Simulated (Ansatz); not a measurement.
# HSE06/def2-SVPD run of BH2ClO (SMILES OBCl)

Aim: the electronic atomisation energy of BH2ClO at HSE06/def2-SVPD, from 5 runs. 

Program for the calculation: Ansatz 0.2.0.

64 further runs of the same task are left out: 64 set aside as unsound or not needed.

**1. Starting point**

The species is BH2ClO (5 atoms), meant as a singlet with charge 0. SMILES: `OBCl`. The coordinates come from a PBE0-D4/def2-TZVP relaxation. This is one conformer, not always the lowest.

Bond lengths: O1–B2 1.340 Å, B2–Cl3 1.766 Å, O1–H4 0.963 Å, B2–H5 1.189 Å. Angles: O1–B2–Cl3 121.0°, O1–B2–H5 119.8°, Cl3–B2–H5 119.2°, B2–O1–H4 113.9°.

**2. The energy at HSE06/def2-SVPD**

in.yaml reads:

```yaml
crystal:
  periodic: [false, false, false]
  atoms:
    - {symbol: O, position_ang: [-0.863300, -0.618600, -0.002900]}
    - {symbol: B, position_ang: [0.379000, -0.137200, 0.137900]}
    - {symbol: Cl, position_ang: [0.788600, 1.496000, -0.395300]}
    - {symbol: H, position_ang: [-1.477700, 0.001200, -0.409700]}
    - {symbol: H, position_ang: [1.223300, -0.815100, 0.628600]}
basis:
  gaussian: {orbitals: def2-SVPD}
hamiltonian: {xc: {name: HSE06}}
accuracy: high
output: {orbitals: {seedname: orbitals}}
```

Run with:

```console
$ ansatz run in.yaml --threads 1 --pin off --max-ram 3480MiB --events-out events.jsonl --progress --plain --runs-dir runs
```

Log:

```text
Warning: RAYON_NUM_THREADS=1 ignored (pool sized by the plan → 1); use --threads N
Functional definition: HSE06
  name "HSE06"
  parameter a = 0.25
  parameter omega = 0.11/bohr
  exchange = pbe_x - a*pbe_x_sr(omega) + a*exact_x_sr(omega)
  correlation = pbe_c
1663 factors; integrals over basis functions are off by at most 3.7e-9 eV
124 factors; integrals over basis functions are off by at most 1.3e-9 eV
mean field evaluation 1: about -15264.0576 eV, gradient 4.5e1 eV
mean field evaluation 2: about -15255.4291 eV, gradient 8.1e1 eV
mean field evaluation 4: about -15267.7599 eV, gradient 2.2e0 eV
mean field evaluation 8: about -15267.7722 eV, gradient 1.3e-1 eV
mean field evaluation 16: about -15267.7722 eV, gradient 2.1e-6 eV
mean field -15267.77220172 eV, -561.0802795457 hartree, gradient 1.6e-8 eV, S^2 0.000000; 0 other end points of the search recorded, 0 dependent functions left out
reference -15267.77220564 eV, -561.0802796895 hartree; 16, 16 occupied and 70, 70 virtual orbitals, 1663 factors
Total energy: -15267.77220564 eV, -561.0802796895 hartree
```

It took 4.2 s on 1 thread of Arm Neoverse V2, shared host; peak memory 0.24 GiB.

**3. The B atom, same level**

run.yaml reads:

```yaml
crystal:
  periodic: [false, false, false]
  atoms:
    - symbol: B
      position_ang: [0.000000, 0.000000, 0.000000]
basis:
  gaussian: {orbitals: def2-SVPD}
hamiltonian: {xc: {name: HSE06}}
accuracy: high
magnetization: {spin_polarized: true, initial_magnetization: 1}
```

Run the same way, it converges to -24.58792 Eh (log not shown).

**4. The Cl atom, same level**

input.yaml reads:

```yaml
crystal:
  periodic: [false, false, false]
  atoms:
    - {symbol: Cl, position_ang: [0.000000, 0.000000, 0.000000]}
basis:
  gaussian: {orbitals: def2-SVPD}
magnetization: {spin_polarized: true, initial_magnetization: 1}
hamiltonian: {xc: hse06}
accuracy: high
```

Run the same way, it converges to -459.83864 Eh (log not shown).

**5. The H atom at the same level**

in.yaml reads:

```yaml
basis:
  gaussian:
    orbitals: def2-SVPD
crystal:
  periodic: [false, false, false]
  atoms:
    - {symbol: H, position_ang: [0.000000, 0.000000, 0.000000]}
magnetization:
  spin_polarized: true
  initial_magnetization: 1
hamiltonian:
  xc: hse06
accuracy: high
```

Run with:

```console
$ ansatz run in.yaml --threads 1 --pin off --max-ram 3480MiB --events-out events.jsonl --progress --plain --runs-dir runs
```

Log:

```text
Warning: RAYON_NUM_THREADS=1 ignored (pool sized by the plan → 1); use --threads N
Functional definition: HSE06
  name "HSE06"
  parameter a = 0.25
  parameter omega = 0.11/bohr
  exchange = pbe_x - a*pbe_x_sr(omega) + a*exact_x_sr(omega)
  correlation = pbe_c
33 factors; integrals over basis functions are off by at most 2.1e-9 eV
19 factors; integrals over basis functions are off by at most 8.5e-10 eV
mean field evaluation 1: about -13.6054 eV, gradient 1.7e-1 eV
mean field evaluation 2: about -13.6054 eV, gradient 1.7e-1 eV
mean field evaluation 4: about -13.6058 eV, gradient 3.8e-3 eV
mean field evaluation 8: about -13.6058 eV, gradient 1.7e-9 eV
mean field -13.60580581 eV, -0.5000041413 hartree, gradient 1.7e-9 eV, S^2 0.750000; 0 other end points of the search recorded, 0 dependent functions left out
reference -13.60580762 eV, -0.5000042076 hartree; 1, 0 occupied and 7, 8 virtual orbitals, 33 factors
Total energy: -13.60580762 eV, -0.5000042076 hartree
```

Wall time 0.18 s (1 thread of Arm Neoverse V2, shared host).

**6. The O atom**

job.yaml reads:

```yaml
crystal:
  periodic: [false, false, false]
  atoms:
    - {symbol: O, position_ang: [0.000000, 0.000000, 0.000000]}
basis:
  gaussian:
    orbitals: def2-SVPD
hamiltonian:
  xc: {name: HSE06}
magnetization:
  spin_polarized: true
  initial_magnetization: 2
accuracy: high
```

Run the same way, it converges to -74.92859 Eh (log not shown).

**7. Results**

At HSE06/def2-SVPD:

| quantity | value |
| --- | --- |
| molecule: total energy | -561.08028 Eh |
| molecule: HOMO energy | -8.84 eV |
| molecule: LUMO energy | -0.91 eV |
| molecule: HOMO–LUMO gap | 7.93 eV |
| B atom: total energy | -24.58792 Eh |
| B atom: ⟨S²⟩ | 0.754 |
| Cl atom: total energy | -459.83864 Eh |
| Cl atom: ⟨S²⟩ | 0.753 |
| H atom: total energy | -0.50000 Eh |
| H atom: ⟨S²⟩ | 0.750 |
| O atom: total energy | -74.92859 Eh |
| O atom: ⟨S²⟩ | 2.004 |
| electronic atomisation energy | 19.732 eV |

In words: Taking the molecule apart into free atoms costs 19.73 eV (1904 kJ/mol), before zero-point energy and without spin-orbit coupling.
